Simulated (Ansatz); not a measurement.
# GaGe3 (Pm-3m) in Ansatz: a series of runs

One crystal, GaGe3, is run at these levels: LDA, r2SCAN; tasks: band structure, single point, equation of state.

Program: Ansatz 0.2.0. These are calculated values, not measurements. Logs are shortened: lines on timing, memory, paths and dates and some standing lists are left out, and cuts for length are marked.

## 1. The structure

Symmetry: Pm-3m, No. 221, cubic system. Conventional cell: a = 4.278 Å, b = 4.278 Å, c = 4.278 Å, α = 90.00°, β = 90.00°, γ = 90.00°. Ge (site symmetry 4/mmm) has 8 Ge at 3.03 Å and 4 Ga at 3.03 Å as nearest neighbours. Ga (site symmetry m-3m) is surrounded by 12 Ge at 3.03 Å.

The cell comes from a database or a generator and needn't be the stable form of this composition.

## 2. Band structure, LDA

The input, input.yaml:

```yaml
crystal:
  lattice:
    - [4.278466, 0.0, 0.0]
    - [0.0, 4.278466, 0.0]
    - [0.0, 0.0, 4.278466]
  atoms:
    - { symbol: Ge, position: [0.5, 0.5, 0.0] }
    - { symbol: Ge, position: [0.5, 0.0, 0.5] }
    - { symbol: Ge, position: [0.0, 0.5, 0.5] }
    - { symbol: Ga, position: [0.0, 0.0, 0.0] }
hamiltonian:
  xc: lda
  pseudopotentials: { kind: paw }
kpoints:
  mp_grid: { grid: [6, 6, 6] }
  band_path:
    path:
      - [[0.0, 0.0, 0.0], [0.0, 0.5, 0.0], [0.5, 0.5, 0.0], [0.0, 0.0, 0.0], [0.5, 0.5, 0.5], [0.0, 0.5, 0.0]]
      - [[0.5, 0.5, 0.0], [0.5, 0.5, 0.5]]
    npoints: 14
scf:
  occupations: { method: fermi_dirac, width: 0.05 }
  n_extra_bands: 10
output:
  forces: true
  stress: true
  eigenvalues: true
  fatbands: true
```

Potentials or basis: Ansatz PAW.

The run is started by

```
ansatz run input.yaml --threads 2 --pin off --max-ram 5632MiB --backend cpu --events-out ev --progress --plain --runs-dir out
```

Output:

```text
Warning: RAYON_NUM_THREADS=2 ignored (pool sized by the plan → 2); use --threads N
scf.n_extra_bands = 10 over 28 filled bands (N_el = 55.0): the run solves 38 bands
Engine: ansatz 0.2.0, x86_64-unknown-linux-gnu
Pseudopotentials: kind: paw
Pseudopotential: Ge, paw, valence charge 14, recommended cutoff 420 eV (normal), Ge.paw.azcp
Pseudopotential: Ga, paw, valence charge 13, recommended cutoff 420 eV (normal), Ga.paw.azcp
Functional definition: SPW92
  exchange = slater_x
  correlation = pw_c
Crystal: 4 atoms, lattice volume = 78.318 Å³
Basis set: ecut = 420 eV, 1551 PW (Γ)
Bands: 38, of which v1, the nominal top of the filled ones, is band 28 counted from 1 (27 counted from 0)
Symmetry: 48 space group operations
Space group: Pm-3m (ITA 221), of the structure as read, at distance tolerance 4.3e-5 Å
k-points: 20 of 216
Non-local potential: Ge, projectors of the file, l = 0: 2, l = 1: 2, l = 2: 3, l = 3: 1
Non-local potential: Ga, projectors of the file, l = 0: 2, l = 1: 2, l = 2: 3, l = 3: 1
PAW form: soft (Blöchl's): semilocal exchange-correlation on the pseudo side does not see the compensation charge
PAW frozen core: Ge, regenerated for the run's functional, and the local potential with it (the file was generated under x = pbe(κ = 0.804, μ = 0.2195149727645171), c = pbe(β = 0.06672455060314922))
PAW frozen core: Ga, regenerated for the run's functional, and the local potential with it (the file was generated under x = pbe(κ = 0.804, μ = 0.2195149727645171), c = pbe(β = 0.06672455060314922))
PAW one-centre angular grid: Ge, 590 points (default); XC on 64 Gauss nodes
PAW one-centre angular grid: Ga, 590 points (default); XC on 64 Gauss nodes
Initial density: superposition of atomic densities (neutral atoms: chi_scale 0, normalization atom), corrected by the library's trained network
Initial wavefunctions: pseudopotential atomic-orbital guess
Functional: x = slater, c = lda
SCF iter   1: F=—  HF=-16353.008570 eV  |F-HF|=—  |Δ(HF+E_count)|=         —  Δρ=5.74e-3  dr2=1.32e-2  ethr=1.77e-3  ⟨swp⟩=5.8  Hψ=2887  notcnv=0  defer=11
preconditioner: auto → Kerker (q_TF=auto, 2.572 Å⁻¹)  [metal: Δε(μ)=0.089 eV  Ē_g=22.744 eV  σ=0.050 eV  W_gap=0.37  n_scr=26 (ndim 8)  ℏωp=31.1 eV  f_vac=0.000  D(μ)=2.59/eV (n_scr^D=18)]
SCF iter   2: F=—  HF=-16353.003395 eV  |F-HF|=—  |Δ(HF+E_count)|=   5.17e-3  Δρ=3.31e-3  dr2=5.70e-3  ethr=2.41e-5  ⟨swp⟩=1.4  Hψ=947  notcnv=0  defer=31
SCF iter   3: F=—  HF=-16353.001440 eV  |F-HF|=—  |Δ(HF+E_count)|=   1.96e-3  Δρ=5.42e-4  dr2=2.82e-4  ethr=1.04e-5  ⟨swp⟩=2.0  Hψ=823  notcnv=0  defer=31
SCF iter   4: F=—  HF=-16353.001292 eV  |F-HF|=—  |Δ(HF+E_count)|=   1.48e-4  Δρ=3.15e-4  dr2=5.73e-5  ethr=5.12e-7  ⟨swp⟩=2.0  Hψ=1147  notcnv=0  defer=31
SCF iter   5: F=—  HF=-16353.001266 eV  |F-HF|=—  |Δ(HF+E_count)|=   2.55e-5  Δρ=1.17e-4  dr2=4.87e-6  ethr=1.04e-7  ⟨swp⟩=2.0  Hψ=1256  notcnv=0  defer=31
SCF iter   6: F=—  HF=-16353.001263 eV  |F-HF|=—  |Δ(HF+E_count)|=   3.68e-6  Δρ=2.61e-5  dr2=6.28e-7  ethr=8.85e-9  ⟨swp⟩=2.0  Hψ=1231  notcnv=0  defer=31
SCF iter   7: F=—  HF=-16353.001262 eV  |F-HF|=—  |Δ(HF+E_count)|=   3.99e-7  Δρ=1.40e-5  dr2=1.58e-7  ethr=1.82e-10  ⟨swp⟩=8.8  Hψ=3674  notcnv=0
SCF iter   8: F=-16353.001262 eV  HF=-16353.001262 eV  |F-HF|=2.61e-8  |Δ(HF+E_count)|=   5.61e-8  Δρ=5.77e-6  dr2=3.29e-8  ethr=1.82e-10  ⟨swp⟩=3.7  Hψ=1978  notcnv=0
SCF 1 converged in 8 iterations: F = -16353.001262 eV  dr2 = 3.29e-8
NSCF: frozen V_eff on 86 k-points
SCF converged after 8 iterations
Free energy (F): -16353.001262 eV
Harris-Foulkes:  -16353.001262 eV  (|F-HF|=2.61e-8)
Internal energy: -16352.979090 eV  (E = F + TS)
E sigma→0 (E₀):  -16352.990176 eV
Entropy (-TS):   -0.022172 eV (-5.543 meV/atom)
Fermi energy:    9.921281 eV
--- Per-component energies (eV) ---
  E_band       = -422.527157
  E_kinetic    = 445.743430
  E_local      = -8303.629174  (includes V_loc(G=0)·N_el)
  E_nonlocal   = 1675.768796
  E_hartree    = 3673.422464
  E_xc         = -294.600396
  E_vxc        = -253.539705  (∫ρ·V_xc dr)
  E_paw        = -7719.500376  (= ΣΔE_a)
  E_vpaw       = -1333.720699  (= ΣTr[D̂ρ^β])
  E_aug_tail   = 0.000510  (compensation charges beyond the density's cutoff)
  E_ewald      = -5837.637805
  E_core_change = 7.453459  (= ΣΔE_core)
  E_smearing   = -0.022172  (= −TS)
  E_closure    = 0.000000  (closes the sum)
  Σ components = -16353.001262   (vs F -16353.001262, Δ=0.00e0)
--- Forces (eV/Å), atoms counted from 1 ---
  atom   1  Ge     0.00000000    -0.00000000     0.00000000
  atom   2  Ge     0.00000000    -0.00000000     0.00000000
  atom   3  Ge     0.00000000    -0.00000000     0.00000000
  atom   4  Ga    -0.00000000     0.00000000    -0.00000000
  max |Σ_I F_I| component: 1.70e-28 eV/Å
--- Stress (GPa, compression-positive) ---
       -4.856684       0.000000       0.000000
       -0.000000      -4.856684       0.000000
        0.000000       0.000000      -4.856684
  P = ⅓ Tr σ = -4.8567 GPa (-48.567 kbar)
--- Band table (eV; the first three rows and the last of 20) ---
  k-point 0: bands = ["-14.9277", "-14.9277", "-14.9277", "-14.9170", "-14.8840", "-14.8840", "-14.8542", "-14.8542", "-14.8542", "-14.8360", "-14.8360", "-14.8115", "-14.8000", "-14.8000", "-14.8000", "-4.8771", "-4.8771", "-4.8618", "-4.8618", "-4.8618", "-2.5735", "4.2560", "4.2560", "6.1791", "6.1791", "6.1791", "6.5068", "12.4923", "12.4923", "12.4923", "13.4140", "13.4140", "13.4140", "16.6205", "16.6205", "16.9293", "17.0328", "17.0328"]
  k-point 1: bands = ["-14.9265", "-14.9197", "-14.9197", "-14.9119", "-14.8834", "-14.8795", "-14.8553", "-14.8544", "-14.8544", "-14.8402", "-14.8359", "-14.8154", "-14.8085", "-14.8085", "-14.8000", "-4.8762", "-4.8736", "-4.8645", "-4.8645", "-4.8617", "-2.3535", "2.8821", "4.3471", "5.9606", "6.4200", "6.4200", "8.5725", "11.6072", "11.6609", "11.6609", "12.2915", "13.2805", "13.2805", "16.9910", "17.2359", "18.0344", "18.2294", "18.2642"]
  k-point 2: bands = ["-14.9241", "-14.8993", "-14.8981", "-14.8981", "-14.8818", "-14.8681", "-14.8577", "-14.8553", "-14.8553", "-14.8513", "-14.8357", "-14.8309", "-14.8309", "-14.8255", "-14.8000", "-4.8745", "-4.8699", "-4.8699", "-4.8668", "-4.8616", "-1.7020", "1.0340", "4.5520", "6.2541", "7.1270", "7.1270", "9.9249", "9.9249", "10.4157", "10.7150", "11.5509", "13.8563", "13.8563", "16.6318", "16.7040", "16.7040", "17.8385", "17.9829"]
  k-point 19: bands = ["-14.8964", "-14.8964", "-14.8964", "-14.8941", "-14.8920", "-14.8920", "-14.8920", "-14.8440", "-14.8440", "-14.8439", "-14.8439", "-14.8439", "-14.8095", "-14.8095", "-14.8095", "-4.8887", "-4.8887", "-4.8887", "-4.8484", "-4.8484", "2.0917", "2.0917", "2.0917", "4.6048", "4.6496", "5.0849", "5.0849", "5.0849", "16.4295", "16.4295", "16.4933", "16.4933", "16.4933", "18.3183", "18.3183", "18.3183", "21.9011", "21.9011"]
```

It took 4.5 s on 2 threads of AMD EPYC 7R13 (Zen 3), shared host; peak memory 0.44 GiB.

What came out:

```yaml
Free_energy: -16353.0013 eV
Pressure: -4.9 GPa
Band_gap_on_the_k_mesh: none (metal or under the smearing width)
```

Levels at the corners of the path, in eV from the Fermi level:
| point | band 26 | band 27 | band 28 | band 29 | band 30 | band 31 |
| --- | --- | --- | --- | --- | --- | --- |
| Γ | -3.74 | -3.41 | 2.57 | 2.57 | 2.57 | 3.49 |
| X | -1.89 | -1.29 | -1.29 | 0.01 | 0.26 | 4.27 |
| M | -0.21 | -0.21 | 0.07 | 0.26 | 0.26 | 0.61 |
| Γ | -3.74 | -3.41 | 2.57 | 2.57 | 2.57 | 3.49 |
| R | -4.84 | -4.84 | -4.84 | 6.51 | 6.51 | 6.57 |
| X | -1.89 | -1.29 | -1.29 | 0.01 | 0.26 | 4.27 |
| M | -0.21 | -0.21 | 0.07 | 0.26 | 0.26 | 0.61 |
| R | -4.84 | -4.84 | -4.84 | 6.51 | 6.51 | 6.57 |

Caveat: the PAW data sets come from PBE, with cores solved anew for the run's functional, which leaves a small shift of forces and pressure.

## 3. Single point, LDA, 18.40 Å³/atom (volume scaled by 0.94)

The input, input.yaml:

```yaml
crystal:
  lattice:
    - [4.1911258602, 0.0, 0.0]
    - [0.0, 4.1911258602, 0.0]
    - [0.0, 0.0, 4.1911258602]
  atoms:
    - { symbol: Ge, position: [0.5, 0.5, 0.0] }
    - { symbol: Ge, position: [0.5, 0.0, 0.5] }
    - { symbol: Ge, position: [0.0, 0.5, 0.5] }
    - { symbol: Ga, position: [0.0, 0.0, 0.0] }
hamiltonian:
  xc: lda
  pseudopotentials: { kind: paw }
kpoints:
  mp_grid: { grid: [6, 6, 6] }
scf:
  occupations: { method: fermi_dirac, width: 0.05 }
output:
  forces: true
  stress: true
  eigenvalues: true
  write_density: true
  write_potential: true
  elf: true
  volumetric_format: npy
```

Potentials or basis: Ansatz PAW.

The run is started by

```
ansatz run input.yaml --threads 2 --pin off --max-ram 5632MiB --backend cpu --events-out ev --progress --plain --runs-dir out
```

It took 2 s on 2 threads of AMD EPYC 7R13 (Zen 3), shared host; peak memory 0.41 GiB.

Results (log left out):

* Free energy: -16353.0966 eV
* Pressure: -1.4 GPa
* Band gap on the k mesh: none (metal or under the smearing width)

Caveat: the PAW data sets come from PBE, with cores solved anew for the run's functional, which leaves a small shift of forces and pressure.

## 4. Single point, LDA, 18.80 Å³/atom (volume scaled by 0.96)

input.yaml, as its differences from that of step 3:

```diff
@@ -2,5 +2,5 @@
   lattice:
-    - [4.1911258602, 0.0, 0.0]
-    - [0.0, 4.1911258602, 0.0]
-    - [0.0, 0.0, 4.1911258602]
+    - [4.2206418035, 0.0, 0.0]
+    - [0.0, 4.2206418035, 0.0]
+    - [0.0, 0.0, 4.2206418035]
   atoms:
@@ -21,5 +21 @@
   eigenvalues: true
-  write_density: true
-  write_potential: true
-  elf: true
-  volumetric_format: npy
```

The run is started by

```
ansatz run input.yaml --threads 2 --pin off --max-ram 5632MiB --backend cpu --events-out ev --progress --plain --runs-dir out
```

It took 1.3 s on 2 threads of AMD EPYC 7R13 (Zen 3), shared host; peak memory 0.4 GiB.

The run converged. Its results:

| Property | Result |
| --- | --- |
| Free energy | -16353.0762 eV |
| Pressure | -2.7 GPa |
| Band gap on the k mesh | none (metal or under the smearing width) |

Caveat: the PAW data sets come from PBE, with cores solved anew for the run's functional, which leaves a small shift of forces and pressure.

## 5. Single point, LDA, 19.19 Å³/atom (volume scaled by 0.98)

input.yaml, as its differences from that of step 4:

```diff
@@ -2,5 +2,5 @@
   lattice:
-    - [4.2206418035, 0.0, 0.0]
-    - [0.0, 4.2206418035, 0.0]
-    - [0.0, 0.0, 4.2206418035]
+    - [4.2497505979, 0.0, 0.0]
+    - [0.0, 4.2497505979, 0.0]
+    - [0.0, 0.0, 4.2497505979]
   atoms:
@@ -21 +21,5 @@
   eigenvalues: true
+  write_density: true
+  write_potential: true
+  elf: true
+  volumetric_format: npy
```

The run is started by

```
ansatz run input.yaml --threads 2 --pin off --max-ram 5632MiB --backend cpu --events-out ev --progress --plain --runs-dir out
```

It took 1.7 s on 2 threads of AMD EPYC 7R13 (Zen 3), shared host; peak memory 0.41 GiB.

Results (log left out):

```
Free energy            : -16353.0439 eV
Pressure               : -3.8 GPa
Band gap on the k mesh : none (metal or under the smearing width)
```

Caveat: the PAW data sets come from PBE, with cores solved anew for the run's functional, which leaves a small shift of forces and pressure.

## 6. Single point, LDA, 19.58 Å³/atom

input.yaml, as its differences from that of step 5:

```diff
@@ -2,5 +2,5 @@
   lattice:
-    - [4.2497505979, 0.0, 0.0]
-    - [0.0, 4.2497505979, 0.0]
-    - [0.0, 0.0, 4.2497505979]
+    - [4.278466, 0.0, 0.0]
+    - [0.0, 4.278466, 0.0]
+    - [0.0, 0.0, 4.278466]
   atoms:
@@ -21,5 +21 @@
   eigenvalues: true
-  write_density: true
-  write_potential: true
-  elf: true
-  volumetric_format: npy
```

Potentials or basis: Ansatz PAW.

The run is started by

```
ansatz run input.yaml --threads 2 --pin off --max-ram 5632MiB --backend cpu --events-out ev --progress --plain --runs-dir out
```

It took 1.4 s on 2 threads of AMD EPYC 7R13 (Zen 3), shared host; peak memory 0.41 GiB.

The run converged. Its results:

| Property | Result |
| --- | --- |
| Free energy | -16353.0013 eV |
| Pressure | -4.9 GPa |
| Band gap on the k mesh | none (metal or under the smearing width) |

Caveat: the PAW data sets come from PBE, with cores solved anew for the run's functional, which leaves a small shift of forces and pressure.

## 7. Single point, LDA, 19.97 Å³/atom (volume scaled by 1.02)

input.yaml, as its differences from that of step 6:

```diff
@@ -2,5 +2,5 @@
   lattice:
-    - [4.278466, 0.0, 0.0]
-    - [0.0, 4.278466, 0.0]
-    - [0.0, 0.0, 4.278466]
+    - [4.3068010377, 0.0, 0.0]
+    - [0.0, 4.3068010377, 0.0]
+    - [0.0, 0.0, 4.3068010377]
   atoms:
```

The run is started by

```
ansatz run input.yaml --threads 2 --pin off --max-ram 5632MiB --backend cpu --events-out ev --progress --plain --runs-dir out
```

Run time: 1.3 s. Hardware: 2 threads of AMD EPYC 7R13 (Zen 3), shared host; peak memory 0.41 GiB.

Results (log left out):

```
Free energy            : -16352.9493 eV
Pressure               : -5.7 GPa
Band gap on the k mesh : none (metal or under the smearing width)
```

Caveat: the PAW data sets come from PBE, with cores solved anew for the run's functional, which leaves a small shift of forces and pressure.

## 8. Single point, LDA, 20.36 Å³/atom (volume scaled by 1.04)

input.yaml, as its differences from that of step 7:

```diff
@@ -2,5 +2,5 @@
   lattice:
-    - [4.3068010377, 0.0, 0.0]
-    - [0.0, 4.3068010377, 0.0]
-    - [0.0, 0.0, 4.3068010377]
+    - [4.3347680618, 0.0, 0.0]
+    - [0.0, 4.3347680618, 0.0]
+    - [0.0, 0.0, 4.3347680618]
   atoms:
@@ -21 +21,5 @@
   eigenvalues: true
+  write_density: true
+  write_potential: true
+  elf: true
+  volumetric_format: npy
```

The run is started by

```
ansatz run input.yaml --threads 2 --pin off --max-ram 5632MiB --backend cpu --events-out ev --progress --plain --runs-dir out
```

Run time: 2.1 s. Hardware: 2 threads of AMD EPYC 7R13 (Zen 3), shared host; peak memory 0.41 GiB.

Results (log left out):

```yaml
Free_energy: -16352.8893 eV
Pressure: -6.5 GPa
Band_gap_on_the_k_mesh: none (metal or under the smearing width)
```

Caveat: the PAW data sets come from PBE, with cores solved anew for the run's functional, which leaves a small shift of forces and pressure.

## 9. Single point, LDA, 20.75 Å³/atom (volume scaled by 1.06)

input.yaml, as its differences from that of step 8:

```diff
@@ -2,5 +2,5 @@
   lattice:
-    - [4.3347680618, 0.0, 0.0]
-    - [0.0, 4.3347680618, 0.0]
-    - [0.0, 0.0, 4.3347680618]
+    - [4.3623787939, 0.0, 0.0]
+    - [0.0, 4.3623787939, 0.0]
+    - [0.0, 0.0, 4.3623787939]
   atoms:
@@ -21,5 +21 @@
   eigenvalues: true
-  write_density: true
-  write_potential: true
-  elf: true
-  volumetric_format: npy
```

Potentials or basis: Ansatz PAW.

The run is started by

```
ansatz run input.yaml --threads 2 --pin off --max-ram 5632MiB --backend cpu --events-out ev --progress --plain --runs-dir out
```

It took 1.6 s on 2 threads of AMD EPYC 7R13 (Zen 3), shared host; peak memory 0.41 GiB.

It converged, with:

```yaml
Free_energy: -16352.8221 eV
Pressure: -7.2 GPa
Band_gap_on_the_k_mesh: none (metal or under the smearing width)
```

Caveat: the PAW data sets come from PBE, with cores solved anew for the run's functional, which leaves a small shift of forces and pressure.

## 10. Equation of state, LDA

No new run: the results of the series are fitted here.

What came out:

```
Equilibrium volume : 18.02 Å³/atom (rough: see the caveat)
Bulk modulus       : 71 GPa (rough)
```

Energy against volume, from the lowest point:
| volume (Å³/atom) | energy (meV/atom) |
| --- | --- |
| 18.405 | 0.00 |
| 18.796 | 5.10 |
| 19.188 | 13.16 |
| 19.580 | 23.83 |
| 19.971 | 36.80 |
| 20.363 | 51.82 |
| 20.754 | 68.63 |

Caveat: the minimum lies outside the volumes run.

## 11. Band structure, r2SCAN

The input, input.yaml:

```yaml
crystal:
  lattice:
    - [4.278466, 0.0, 0.0]
    - [0.0, 4.278466, 0.0]
    - [0.0, 0.0, 4.278466]
  atoms:
    - { symbol: Ge, position: [0.5, 0.5, 0.0] }
    - { symbol: Ge, position: [0.5, 0.0, 0.5] }
    - { symbol: Ge, position: [0.0, 0.5, 0.5] }
    - { symbol: Ga, position: [0.0, 0.0, 0.0] }
hamiltonian:
  xc: r2scan
  pseudopotentials: { kind: paw }
kpoints:
  mp_grid: { grid: [6, 6, 6] }
  band_path:
    path:
      - [[0.0, 0.0, 0.0], [0.0, 0.5, 0.0], [0.5, 0.5, 0.0], [0.0, 0.0, 0.0], [0.5, 0.5, 0.5], [0.0, 0.5, 0.0]]
      - [[0.5, 0.5, 0.0], [0.5, 0.5, 0.5]]
    npoints: 14
scf:
  occupations: { method: fermi_dirac, width: 0.05 }
  n_extra_bands: 10
output:
  forces: true
  stress: true
  eigenvalues: true
  fatbands: false
```

The run is started by

```
ansatz run input.yaml --threads 2 --pin off --max-ram 5632MiB --backend cpu --events-out ev --progress --plain --runs-dir out
```

It took 5.9 s on 2 threads of AMD EPYC 7R13 (Zen 3), shared host; peak memory 0.57 GiB.

It converged, with:

- Free energy: -16697.0321 eV
- Pressure: -2.3 GPa
- Band gap on the k mesh: none (metal or under the smearing width)

Levels at the corners of the path, in eV from the Fermi level:
```csv
point,band 25,band 26,band 27,band 28,band 29,band 30,band 31,band 32
Γ,-4.10,-4.10,-3.33,2.70,2.70,2.70,3.71,3.71
X,-2.12,-2.12,-1.49,-1.49,0.02,0.34,4.68,4.89
M,-0.68,-0.10,-0.10,-0.02,0.16,0.16,0.79,1.62
Γ,-4.10,-4.10,-3.33,2.70,2.70,2.70,3.71,3.71
R,-5.43,-5.19,-5.19,-5.19,6.96,6.96,7.02,7.02
X,-2.12,-2.12,-1.49,-1.49,0.02,0.34,4.68,4.89
M,-0.68,-0.10,-0.10,-0.02,0.16,0.16,0.79,1.62
R,-5.43,-5.19,-5.19,-5.19,6.96,6.96,7.02,7.02
```

Caveat: the PAW data sets come from PBE, with cores solved anew for the run's functional, which leaves a small shift of forces and pressure.

## 12. Summary

```tsv
task	level	cutoff (eV)	points for each segment of the path	gap on the mesh (eV)	pressure (GPa)
band structure	LDA	420	14	none	-4.9
equation of state	LDA	420	-	-	-
band structure	r2SCAN	500	14	none	-2.3
```

Alike in all rows: potentials or basis Ansatz PAW; no spin polarisation; cell as given; k mesh 6 × 6 × 6; smearing fermi-dirac 0.05 eV.

Caveats: the PAW data sets come from PBE, with cores solved anew for the run's functional, which leaves a small shift of forces and pressure (some runs); the minimum lies outside the volumes run (some runs).

Total energies depend on the potentials used, so only differences within one code and one set of settings carry meaning.
